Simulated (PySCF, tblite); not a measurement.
# C3H14Si3: dynamics, then NMR shifts on frames

How do NMR shifts of C3H14Si3 (`CCC[SiH]([SiH3])[SiH3]`) change as the atoms move?

The runs use tblite 0.8.0 and PySCF 2.14.0, with density-fitted response routines of our own; the level of theory stands in each step. All values are computed, except where a source is named. Atoms count from 0, in the outputs and in this text.

## (1) The molecule as given

20 atoms, charge 0, multiplicity 1; geometry from: GFN2-xTB.

Bonds of the start (Å): C0–C1 1.52, C1–C2 1.53, C2–Si3 1.92, Si3–Si4 2.33, Si3–Si5 2.32, C0–H6 1.09, C0–H7 1.09, C0–H8 1.09, C1–H9 1.09, C1–H10 1.09, C2–H11 1.09, C2–H12 1.09, Si3–H13 1.48, Si4–H14 1.47, Si4–H15 1.47, Si4–H16 1.47, Si5–H17 1.47, Si5–H18 1.47, Si5–H19 1.47.

## (2) Thermal motion with GFN2-xTB

The job: settings as JSON, then the geometry in Å.

```
{"job": {"kind": "md", "xc": "GFN2-xTB", "basis": "xTB", "temperature": 600, "steps": 2000, "every": 50, "frames": 5}, "charge": 0, "multiplicity": 1}
C     -1.802942     0.092985     1.013609
C     -1.698609    -0.702116    -0.280955
C     -0.817105    -0.023084    -1.324327
Si     1.017256     0.198909    -0.800915
Si     1.298405     2.132063     0.461132
Si     1.789186    -1.785668     0.131259
H     -2.516530    -0.374098     1.689670
H     -2.137025     1.109211     0.812706
H     -0.840289     0.143691     1.518151
H     -2.703514    -0.838835    -0.692892
H     -1.299107    -1.696326    -0.060573
H     -1.250554     0.948144    -1.574513
H     -0.851326    -0.616643    -2.240630
H      1.709361     0.411112    -2.096675
H      1.288377     1.857116     1.903067
H      2.583734     2.778025     0.183226
H      0.270799     3.155347     0.239939
H      1.459799    -2.991911    -0.635249
H      3.247387    -1.776513     0.274337
H      1.247547    -2.010730     1.476599
```

Method: GFN2-xTB Langevin dynamics, gas phase.

On the command line:

```sh
OMP_NUM_THREADS=1 python probes_run.py task.json out
```

The driver reads the jobs from task.json and runs them one after another.

Standard output:

```text
t/fs     T/K      E/eV
    0.0   492.8   -509.39712
   25.0   443.7   -508.80232
   50.0   329.2   -508.11870
   75.0   476.7   -508.14326
  100.0   602.6   -508.37389
  125.0   492.5   -508.35503
  150.0   406.2   -508.05729
  175.0   519.3   -508.20265
  200.0   468.0   -507.97300
  225.0   383.5   -508.03616
  250.0   511.0   -508.29977
  275.0   393.6   -507.70311
  300.0   689.9   -508.24548
  325.0   692.4   -507.84710
  350.0   777.1   -508.15623
  375.0   573.3   -507.80764
  400.0   825.6   -508.12980
  425.0   693.8   -507.53445
  450.0   700.6   -507.20343
  475.0   816.7   -507.71778
  500.0   895.0   -507.90815
  525.0   871.3   -507.90554
  550.0   823.5   -507.94381
  575.0   576.0   -507.35978
  600.0   724.8   -507.64184
  625.0   780.1   -507.93094
  650.0   764.4   -508.12101
  675.0   463.4   -507.54025
  700.0   642.8   -507.87378
  725.0   719.4   -508.10592
  750.0   594.4   -507.87785
  775.0   609.6   -508.02995
  800.0   692.9   -508.14139
  825.0   621.9   -508.05159
  850.0   648.1   -508.08750
  875.0   453.2   -508.06528
  900.0   523.1   -508.08718
  925.0   643.0   -508.15065
  950.0   598.2   -508.11375
  975.0   665.7   -507.94237
 1000.0   543.5   -507.84871
```

It took 72 s on 1 thread of AMD EPYC, shared host.

Distance from the start (root mean square after alignment): 0 fs 0.00 Å, 200 fs 1.01 Å, 400 fs 0.99 Å, 600 fs 1.06 Å, 800 fs 1.10 Å, 1000 fs 1.58 Å.

Positions (Å) and forces (eV/Å) at 1000 fs:

```xyz
20

C    -0.656   -2.350    3.460   -1.042    0.261    0.848
C    -0.154   -2.302    2.067    5.027   -0.447    1.019
C    -0.778   -1.451    1.093   -0.639    3.015   -3.679
Si    0.157    0.354    0.929    0.461   -1.574   -0.410
Si    0.277    1.315    2.959   -0.330    0.128    1.695
Si    2.304   -0.073   -0.055   -1.819   -0.095    0.612
H     0.064   -2.659    4.269   -0.967    0.128   -1.135
H    -1.568   -2.919    3.377   -0.118   -1.136    0.722
H    -1.098   -1.405    3.672    0.295    1.254    0.750
H    -0.112   -3.292    1.720    0.056   -1.600   -0.656
H     1.048   -2.036    2.172   -2.290   -0.271   -0.486
H    -1.851   -1.278    1.180   -0.032   -0.093    0.631
H    -0.734   -1.832    0.000    0.296    0.037    1.557
H    -0.597    1.333    0.162   -0.366    0.022   -0.535
H    -1.216    1.581    3.409    1.326    0.170   -0.230
H     0.739    0.343    4.018   -0.117    0.558   -0.399
H     1.311    2.435    2.983   -0.840   -0.461    0.098
H     3.183    1.011   -0.202    0.649    1.302   -0.303
H     3.104   -0.925    0.737    0.584   -0.850    0.920
H     2.235   -0.800   -1.271   -0.134   -0.350   -1.019
```

## (3) Shielding tensors: 250 fs, PBE0/pcSseg-1

The job: settings as JSON, then the geometry in Å.

```
{"job": {"kind": "nmr", "xc": "PBE0", "basis": "pcSseg-1", "pop": false}, "charge": 0, "multiplicity": 1}
C     -1.970800    -0.388200     2.166000
C     -1.931700    -0.953300     0.817000
C     -1.536400     0.060900    -0.217300
Si     0.350500     0.531300    -0.358600
Si     1.696600     2.131800     0.830300
Si     1.391300    -1.492100    -0.156600
H     -2.414800    -0.964700     2.983600
H     -2.606800     0.492600     2.110300
H     -1.003900    -0.087200     2.554500
H     -2.992200    -1.202100     0.560200
H     -1.376000    -1.934500     0.639300
H     -2.166000     0.945500    -0.042500
H     -1.989200    -0.309700    -1.149500
H      0.373500     1.148300    -1.895800
H      1.900900     1.463000     2.271000
H      2.952800     2.144600     0.086900
H      1.241200     3.529900     1.181200
H      0.848300    -2.052800     1.118200
H      0.945100    -2.610500    -1.179100
H      2.802000    -1.384100    -0.073500
```

With the program's defaults for keys left out, this is: GIAO PBE0/pcSseg-1 NMR shielding, non-relativistic, gas phase.

Standard output:

```text
coarse grid: 16816 points
cycle   1  E = -990.5323737568  dE = -4.902e-02  |g| = 3.899e-01  |ddm| = 3.762e+00
cycle   2  E = -990.5115538390  dE =  2.082e-02  |g| = 4.773e-01  |ddm| = 7.880e-01
cycle   3  E = -990.5731751834  dE = -6.162e-02  |g| = 4.355e-02  |ddm| = 4.890e-01
cycle   4  E = -990.5735970794  dE = -4.219e-04  |g| = 1.902e-02  |ddm| = 6.820e-02
cycle   5  E = -990.5736903931  dE = -9.331e-05  |g| = 4.063e-03  |ddm| = 2.201e-02
cycle   6  E = -990.5736942273  dE = -3.834e-06  |g| = 8.339e-04  |ddm| = 4.696e-03
final grid: 144616 points
cycle   7  E = -990.6059488017  dE = -2.589e-05  |g| = 7.167e-03  |ddm| = 2.548e-02
cycle   8  E = -990.6059400224  dE =  8.779e-06  |g| = 9.101e-03  |ddm| = 1.396e-02
cycle   9  E = -990.6059617728  dE = -2.175e-05  |g| = 5.589e-04  |ddm| = 8.420e-03
cycle  10  E = -990.6059618375  dE = -6.466e-08  |g| = 2.011e-04  |ddm| = 8.134e-04
cycle  11  E = -990.6059618481  dE = -1.061e-08  |g| = 3.468e-05  |ddm| = 2.117e-04
cycle  12  E = -990.6059618484  dE = -2.592e-10  |g| = 1.123e-05  |ddm| = 5.231e-05
converged SCF energy = -990.6059618484

GIAO shielding tensors (ppm)
atom      isotropic    diamagn.    paramagn.     s11        s22        s33       span
  0 C      168.810     246.277     -77.466    149.926    168.326    188.179     38.252
  1 C      161.811     245.007     -83.196    157.669    160.560    167.202      9.533
  2 C      163.774     251.583     -87.809    150.518    151.245    189.559     39.041
  3 Si     416.777     880.925    -464.148    368.127    395.986    486.218    118.091
  4 Si     442.144     879.509    -437.365    415.253    437.163    474.018     58.765
  5 Si     462.556     881.349    -418.793    422.739    474.615    490.314     67.575
  6 H       30.251      27.349       2.902     25.953     26.550     38.249     12.296
  7 H       31.002      30.014       0.988     26.877     29.091     37.039     10.162
  8 H       30.924      31.287      -0.363     26.188     31.040     35.544      9.356
  9 H       29.205      29.014       0.191     23.385     27.819     36.411     13.026
 10 H       28.896      30.173      -1.277     24.029     29.122     33.537      9.508
 11 H       30.413      32.774      -2.361     26.126     29.136     35.977      9.851
 12 H       29.595      32.719      -3.125     23.728     28.403     36.653     12.925
 13 H       25.701      28.224      -2.523     22.056     24.325     30.723      8.667
 14 H       26.328      27.754      -1.426     23.316     25.404     30.265      6.950
 15 H       27.936      29.253      -1.317     24.157     26.180     33.472      9.315
 16 H       27.051      28.160      -1.109     23.888     24.717     32.548      8.660
 17 H       27.519      30.607      -3.088     23.821     27.732     31.005      7.184
 18 H       26.594      28.384      -1.790     23.290     24.284     32.208      8.918
 19 H       28.945      30.704      -1.759     24.699     26.989     35.146     10.447
```

Run time: 2.5 min. Hardware: 1 thread of AMD EPYC, shared host; peak memory 0.87 GiB.

The references, computed at this level on geometries of the same kind, shield at (ppm): 1H TMS 31.72, 13C TMS 186.9, 29Si TMS 349.2. Their shielding less the atom's gives the shift. The references are single molecules in the gas phase. Each atom is listed at this fixed geometry, with no averaging over motion; a spectrum would average atoms that exchange fast.

| atoms | environment | σ (ppm) | δ (ppm) |
| --- | --- | --- | --- |
| C1 | sp3 CH2 | 161.8 | 25.1 |
| C2 | sp3 CH2 bonded to Si | 163.8 | 23.2 |
| C0 | methyl carbon | 168.8 | 18.1 |
| H13 | hydrogen on a silicon bonded to C, 2 Si | 25.70 | 6.02 |
| H14 | hydrogen on a silicon bonded to Si | 26.33 | 5.39 |
| H18 | hydrogen on a silicon bonded to Si | 26.59 | 5.12 |
| H16 | hydrogen on a silicon bonded to Si | 27.05 | 4.67 |
| H17 | hydrogen on a silicon bonded to Si | 27.52 | 4.20 |
| H15 | hydrogen on a silicon bonded to Si | 27.94 | 3.78 |
| H10 | hydrogen on an sp3 CH2 | 28.90 | 2.82 |
| H19 | hydrogen on a silicon bonded to Si | 28.94 | 2.77 |
| H9 | hydrogen on an sp3 CH2 | 29.21 | 2.51 |
| H12 | hydrogen on an sp3 CH2 bonded to Si | 29.59 | 2.12 |
| H6 | hydrogen on a methyl carbon | 30.25 | 1.47 |
| H11 | hydrogen on an sp3 CH2 bonded to Si | 30.41 | 1.30 |
| H8 | hydrogen on a methyl carbon | 30.92 | 0.79 |
| H7 | hydrogen on a methyl carbon | 31.00 | 0.71 |
| Si3 | silicon bonded to C, 2 Si, H | 416.8 | -67.6 |
| Si4 | silicon bonded to Si, 3 H | 442.1 | -93.0 |
| Si5 | silicon bonded to Si, 3 H | 462.6 | -113.4 |

The fields below are evaluated on a grid from the run's orbitals.

Frontier orbitals at PBE0/pcSseg-1, with the share of their density that lies nearest to each atom:

| orbital | energy (eV) | lies on |
| --- | --- | --- |
| HOMO | -7.81 | Si3 28 %; Si4 17 %; Si5 13 % |
| LUMO | -0.66 | Si3 21 %; Si4, Si5 about 13 % each; H16, H18 about 11 % each |

ELF in a plane through or near 6 of the atoms.

Values, 10 rows by 14 columns:
```
0.00 0.00 0.00 0.00 0.00 0.00 0.00 0.00 0.00 0.00 0.00 0.00 0.00 0.00
0.00 0.00 0.00 0.00 0.02 0.00 0.00 0.00 0.00 0.00 0.00 0.00 0.00 0.00
0.00 0.00 0.01 0.94 1.00 0.60 0.00 0.00 0.00 0.04 0.00 0.00 0.00 0.00
0.00 0.00 0.06 0.63 0.75 0.43 0.04 0.00 0.66 1.00 0.67 0.00 0.00 0.00
0.00 0.25 1.00 1.00 0.36 0.93 0.57 0.10 0.16 0.50 0.04 0.00 0.00 0.00
0.00 0.03 0.95 0.84 0.15 0.57 0.20 0.31 0.61 0.24 0.96 0.26 0.00 0.00
0.00 0.00 0.00 0.00 0.11 0.68 0.51 0.17 0.67 0.95 0.04 0.00 0.00 0.00
0.00 0.00 0.00 0.03 0.36 0.34 0.94 0.94 0.01 0.01 0.00 0.00 0.00 0.00
0.00 0.00 0.00 0.00 0.01 0.21 1.00 1.00 0.11 0.00 0.00 0.00 0.00 0.00
0.00 0.00 0.00 0.00 0.00 0.00 0.00 0.00 0.00 0.00 0.00 0.00 0.00 0.00
```
The map spans 13.0 Å across and 11.9 Å up, centred on the molecule. Atoms in the plane (x, y in Å): C1 (1.9, -0.2), Si4 (-2.6, 1.3), H7 (2.1, 1.9), H15 (-3.9, 0.6), H16 (-2.8, 2.8), H18 (-0.3, -3.3).

On the surface of density 0.002 e/bohr³ the electrostatic potential runs, from the 1st to the 99th percentile, from -0.28 to 0.85 V.

## (4) NMR shieldings: 425 fs, PBE0/pcSseg-1

The job: settings as JSON, then the geometry in Å.

```
{"job": {"kind": "nmr", "xc": "PBE0", "basis": "pcSseg-1", "pop": false}, "charge": 0, "multiplicity": 1}
C     -1.313200    -1.486000     2.208100
C     -1.992900    -1.061900     0.859800
C     -1.327100     0.044600     0.125900
Si     0.685300     0.362400     0.060000
Si     1.055500     2.231800     1.474000
Si     1.913700    -1.489900     0.315200
H     -2.110800    -2.177900     2.529700
H     -1.174400    -0.586100     2.687100
H     -0.280000    -2.047600     2.096900
H     -3.052900    -0.873700     1.021100
H     -1.862000    -1.900100     0.197900
H     -1.848300     1.011800     0.561700
H     -1.732000     0.132000    -0.900700
H      0.855100     0.568400    -1.332900
H      2.580200     1.912700     1.832900
H      1.196700     3.488900     0.641900
H      0.764600     2.643400     2.796300
H      1.133900    -2.787700     0.687600
H      2.769000    -1.458100    -0.898800
H      2.966400    -1.219200     1.227700
```

Level: GIAO PBE0/pcSseg-1 NMR shielding, non-relativistic, gas phase.

Standard output:

```text
coarse grid: 16816 points
cycle   1  E = -990.4846033074  dE = -3.218e-02  |g| = 3.851e-01  |ddm| = 3.780e+00
cycle   2  E = -990.4670802363  dE =  1.752e-02  |g| = 4.653e-01  |ddm| = 8.134e-01
cycle   3  E = -990.5262701876  dE = -5.919e-02  |g| = 5.116e-02  |ddm| = 4.855e-01
cycle   4  E = -990.5269338285  dE = -6.636e-04  |g| = 2.038e-02  |ddm| = 8.544e-02
cycle   5  E = -990.5270474937  dE = -1.137e-04  |g| = 4.979e-03  |ddm| = 2.535e-02
cycle   6  E = -990.5270537019  dE = -6.208e-06  |g| = 9.174e-04  |ddm| = 6.164e-03
final grid: 144616 points
cycle   7  E = -990.5605903586  dE = -2.677e-05  |g| = 6.559e-03  |ddm| = 2.199e-02
cycle   8  E = -990.5605836755  dE =  6.683e-06  |g| = 8.124e-03  |ddm| = 1.383e-02
cycle   9  E = -990.5606013393  dE = -1.766e-05  |g| = 6.818e-04  |ddm| = 8.143e-03
cycle  10  E = -990.5606014402  dE = -1.008e-07  |g| = 2.233e-04  |ddm| = 8.361e-04
cycle  11  E = -990.5606014531  dE = -1.292e-08  |g| = 2.893e-05  |ddm| = 2.154e-04
cycle  12  E = -990.5606014533  dE = -1.808e-10  |g| = 7.353e-06  |ddm| = 4.980e-05
converged SCF energy = -990.5606014533

GIAO shielding tensors (ppm)
atom      isotropic    diamagn.    paramagn.     s11        s22        s33       span
  0 C      164.883     249.359     -84.476    151.576    164.111    178.964     27.389
  1 C      161.665     251.041     -89.375    143.492    166.193    175.312     31.820
  2 C      162.852     251.628     -88.776    144.230    164.075    180.252     36.022
  3 Si     432.748     882.230    -449.482    383.946    433.661    480.637     96.690
  4 Si     478.264     879.163    -400.900    436.604    453.957    544.231    107.626
  5 Si     456.147     881.114    -424.966    422.622    440.721    505.100     82.478
  6 H       29.370      27.032       2.338     23.658     27.611     36.840     13.182
  7 H       31.948      32.036      -0.088     28.874     30.862     36.110      7.236
  8 H       28.340      29.198      -0.858     23.389     27.897     33.734     10.344
  9 H       30.039      31.495      -1.456     23.768     29.021     37.329     13.561
 10 H       29.846      33.014      -3.167     25.809     29.067     34.663      8.854
 11 H       28.711      31.565      -2.854     23.220     29.077     33.836     10.615
 12 H       29.613      32.996      -3.384     24.248     28.660     35.930     11.681
 13 H       28.069      32.381      -4.312     24.469     26.082     33.656      9.187
 14 H       26.920      27.212      -0.293     22.955     25.928     31.877      8.922
 15 H       27.782      27.765       0.017     23.517     25.140     34.690     11.173
 16 H       28.363      28.758      -0.395     24.933     26.096     34.062      9.130
 17 H       26.543      28.300      -1.757     22.278     26.582     30.769      8.492
 18 H       27.420      29.197      -1.777     23.418     25.396     33.445     10.027
 19 H       28.552      30.457      -1.906     25.075     26.997     33.583      8.508
```

Wall time 98 s (1 thread of AMD EPYC, shared host); peak memory 0.89 GiB.

This run: δ C1 25.3, C2 24.1, C0 22.0, Si3 -83.6, H17 5.17, H14 4.80 ppm.

## (5) Nuclear shieldings: 625 fs, PBE0/pcSseg-1

The job: settings as JSON, then the geometry in Å.

```
{"job": {"kind": "nmr", "xc": "PBE0", "basis": "pcSseg-1", "pop": false}, "charge": 0, "multiplicity": 1}
C     -1.258800    -1.580300     2.420700
C     -1.472100    -1.609000     0.868600
C     -1.073000    -0.323100     0.248300
Si     0.729800     0.342800     0.612800
Si     0.895800     1.682600     2.509600
Si     2.311100    -1.150900     0.466600
H     -1.620700    -2.486100     2.917200
H     -1.811300    -0.637300     2.874000
H     -0.201900    -1.397700     2.760800
H     -2.485400    -1.723000     0.737000
H     -0.834600    -2.375800     0.504900
H     -1.928300     0.468900     0.247100
H     -1.097800    -0.645700    -0.709800
H      0.839400     1.507500    -0.262900
H      1.586800     0.945500     3.539600
H      1.630400     2.797500     1.999700
H     -0.460200     1.929800     3.000500
H      2.417700    -1.852800     1.820000
H      1.799700    -2.382600    -0.379400
H      3.747600    -0.760300     0.180600
```

Level: GIAO PBE0/pcSseg-1 NMR shielding, non-relativistic, gas phase.

Standard output:

```text
coarse grid: 16816 points
cycle   1  E = -990.5165873867  dE =  8.808e-02  |g| = 3.755e-01  |ddm| = 3.813e+00
cycle   2  E = -990.4985283564  dE =  1.806e-02  |g| = 4.561e-01  |ddm| = 7.840e-01
cycle   3  E = -990.5552719321  dE = -5.674e-02  |g| = 3.925e-02  |ddm| = 4.894e-01
cycle   4  E = -990.5556416859  dE = -3.698e-04  |g| = 1.602e-02  |ddm| = 6.575e-02
cycle   5  E = -990.5557080252  dE = -6.634e-05  |g| = 4.939e-03  |ddm| = 2.102e-02
cycle   6  E = -990.5557139088  dE = -5.884e-06  |g| = 6.814e-04  |ddm| = 4.880e-03
final grid: 144616 points
cycle   7  E = -990.5890764458  dE = -3.565e-05  |g| = 6.479e-03  |ddm| = 3.686e-02
cycle   8  E = -990.5890702887  dE =  6.157e-06  |g| = 7.986e-03  |ddm| = 1.394e-02
cycle   9  E = -990.5890872271  dE = -1.694e-05  |g| = 4.885e-04  |ddm| = 7.933e-03
cycle  10  E = -990.5890872776  dE = -5.049e-08  |g| = 1.971e-04  |ddm| = 7.703e-04
cycle  11  E = -990.5890872876  dE = -1.002e-08  |g| = 3.735e-05  |ddm| = 2.064e-04
cycle  12  E = -990.5890872879  dE = -3.279e-10  |g| = 1.001e-05  |ddm| = 6.123e-05
converged SCF energy = -990.5890872879

GIAO shielding tensors (ppm)
atom      isotropic    diamagn.    paramagn.     s11        s22        s33       span
  0 C      153.490     248.670     -95.180    141.620    143.217    175.631     34.011
  1 C      167.411     248.665     -81.254    155.468    167.918    178.848     23.381
  2 C      169.708     253.980     -84.272    151.143    176.817    181.163     30.019
  3 Si     463.880     883.779    -419.899    417.268    436.406    537.965    120.697
  4 Si     454.006     882.284    -428.278    433.099    456.849    472.070     38.971
  5 Si     462.152     880.605    -418.453    440.854    445.513    500.089     59.235
  6 H       30.008      27.376       2.632     25.676     26.993     37.356     11.681
  7 H       28.844      28.258       0.586     25.432     27.599     33.501      8.069
  8 H       29.904      31.044      -1.140     26.355     30.391     32.965      6.609
  9 H       31.020      32.100      -1.080     25.379     29.429     38.251     12.873
 10 H       30.730      32.818      -2.088     26.804     29.554     35.834      9.030
 11 H       29.131      31.865      -2.733     23.972     27.130     36.292     12.320
 12 H       31.594      37.706      -6.112     26.279     31.079     37.424     11.145
 13 H       28.086      32.171      -4.084     24.216     26.118     33.925      9.709
 14 H       28.523      30.624      -2.101     25.304     26.964     33.302      7.998
 15 H       28.411      30.539      -2.128     24.262     26.181     34.789     10.527
 16 H       27.975      30.418      -2.443     24.221     27.119     32.586      8.365
 17 H       27.248      28.973      -1.725     23.927     26.402     31.413      7.486
 18 H       26.498      28.236      -1.737     22.677     25.201     31.618      8.941
 19 H       27.282      28.165      -0.883     23.921     24.362     33.563      9.642
```

Wall time 88 s (1 thread of AMD EPYC, shared host); peak memory 0.88 GiB.

Key values: δ C0 33.4, C1 19.5, C2 17.2, Si4 -104.8, H18 5.22, H17 4.47 ppm.

[end of part 1 of 2]
